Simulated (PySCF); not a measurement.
# C4H5BO: the cost of one run

The runs use PySCF 2.14.0, with density-fitted response routines of our own; the level of theory stands in each step. All values are computed, except where a source is named. Atoms are numbered from 0 throughout.

## (1) Starting geometry

11 atoms, charge 0, multiplicity 1; geometry from: PBE0-D3(BJ)/def2-SVP.

Bonds of the start (Å): B0–C1 1.51, C1–C2 1.39, C2–C3 1.41, C3–C4 1.37, C4–O5 1.33, O5–C1 1.38, B0–H6 1.21, B0–H7 1.21, C2–H8 1.09, C3–H9 1.09, C4–H10 1.09.

## (2) Nuclear shieldings: PBE0/pcSseg-2

The job: settings as JSON, then the geometry in Å.

```
{"job": {"kind": "nmr", "xc": "PBE0", "basis": "pcSseg-2", "pop": false}, "charge": 0, "multiplicity": 1}
B      2.049910     0.109037    -0.539668
C      0.586904     0.067915    -0.153014
C     -0.322254    -0.976198    -0.070485
C     -1.558375    -0.438881     0.352815
C     -1.328280     0.907332     0.503934
O     -0.074720     1.219778     0.209142
H      2.586238    -0.927128    -0.851857
H      2.663270     1.147994    -0.535741
H     -0.095081    -2.016459    -0.297437
H     -2.497107    -0.959987     0.526669
H     -1.974470     1.727539     0.812449
```

Level: GIAO PBE0/pcSseg-2 NMR shielding, non-relativistic, gas phase.

The run is started by

```console
> OMP_NUM_THREADS=1 python probes_run.py task.json out
```

One launch serves the whole session: the jobs run in the order shown.

Q: Estimate the wall time and peak memory of this first job on 1 thread of Arm Neoverse V1, shared host.

About 36 s, with a peak of 1.1 GiB.
